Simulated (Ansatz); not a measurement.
Geometry optimisation, DFT PBE, scalar-relativistic, plane waves, PAW in Ansatz.

input.yaml

```yaml
crystal:
  lattice:
    - [0.0, 5.43, 5.43]
    - [5.43, 0.0, 5.43]
    - [5.43, 5.43, 0.0]
  atoms:
    - { symbol: Si, position: [0.0, 0.0, 0.0] }
    - { symbol: Si, position: [0.125, 0.125, 0.125] }
    - { symbol: Si, position: [0.0, 0.0, 0.5] }
    - { symbol: Si, position: [0.125, 0.125, 0.625] }
    - { symbol: Si, position: [0.0, 0.5, 0.0] }
    - { symbol: Si, position: [0.125, 0.625, 0.125] }
    - { symbol: Si, position: [0.0, 0.5, 0.5] }
    - { symbol: Si, position: [0.125, 0.625, 0.625] }
    - { symbol: Si, position: [0.5, 0.0, 0.0] }
    - { symbol: Si, position: [0.625, 0.125, 0.125] }
    - { symbol: Si, position: [0.5, 0.0, 0.5] }
    - { symbol: Si, position: [0.625, 0.125, 0.625] }
    - { symbol: Si, position: [0.5, 0.5, 0.0] }
    - { symbol: Si, position: [0.625, 0.625, 0.125] }
    - { symbol: Si, position: [0.5, 0.5, 0.5] }
    - { symbol: Si, position: [0.625, 0.625, 0.625] }
    - { symbol: O, position: [0.5674427, 0.8057138, 0.8184519], spin: 1.0 }
magnetization:
  spin_polarized: true
basis:
  ecutwfc: 420.0
kpoints:
  mp_grid: { grid: [2, 2, 2] }
hamiltonian:
  xc: pbe
  pseudopotentials: { kind: paw, azcp: { folder: soft_1 } }
scf:
  occupations: { method: fermi_dirac, width: 0.02 }
  lower_state_search: "off"
relax:
  f_tol: 0.03
  max_steps: 60
  adjacent_minimum: "off"
```

Run as:

```bash
$ ansatz run input.yaml --threads 2 --pin off --max-ram 5120MiB --backend cpu --events-out ev --progress --plain --runs-dir out
```

Task: Where does it end, and by what steps?

Result: The run converged. Limits of this set-up: coarse k mesh, a small cell, in which the defect meets its images. After 11 steps the energy has fallen by 2.434 eV; O17 moved furthest, 0.89 Å.

| step | energy less start (eV) | largest force component (eV/Å) | accepted |
| --- | --- | --- | --- |
| 0 | 0.0000 | 0.284 | yes |
| 1 | -0.0319 | 0.479 | yes |
| 2 | -0.1599 | 1.147 | yes |
| 3 | -0.4373 | 1.089 | yes |
| 4 | -0.7391 | 1.474 | yes |
| 5 | -1.3913 | 1.817 | yes |
| 6 | -2.0594 | 1.484 | yes |
| 7 | -2.4142 | 0.326 | yes |
| 8 | -2.4320 | 0.067 | yes |
| 9 | -2.4338 | 0.033 | yes |
| 10 | -2.4337 | 0.036 | no |
| 11 | -2.4341 | 0.001 | yes |

```xyz
17
Lattice="0.0000 5.4300 5.4300 5.4300 0.0000 5.4300 5.4300 5.4300 0.0000" Properties=species:S:1:pos:R:3
Si -0.009 0.077 0.104
Si 1.382 1.430 1.437
Si 2.732 2.704 -0.001
Si 4.054 4.077 1.371
Si 2.718 0.008 2.735
Si 4.067 1.339 4.066
Si 5.404 2.638 2.645
Si 6.795 3.971 3.999
Si 0.242 2.792 2.987
Si 1.531 4.201 4.324
Si 2.697 5.453 2.709
Si 4.090 6.797 4.053
Si 2.522 2.413 5.415
Si 4.266 4.090 7.092
Si 5.257 5.183 5.306
Si 6.546 6.520 6.714
O 8.826 8.132 6.801
```

Whether the end is a true minimum wasn't checked by a vibrational analysis.

The run took 81 s on 2 threads of Arm Neoverse V2 (shared host), peak memory 0.69 GiB.
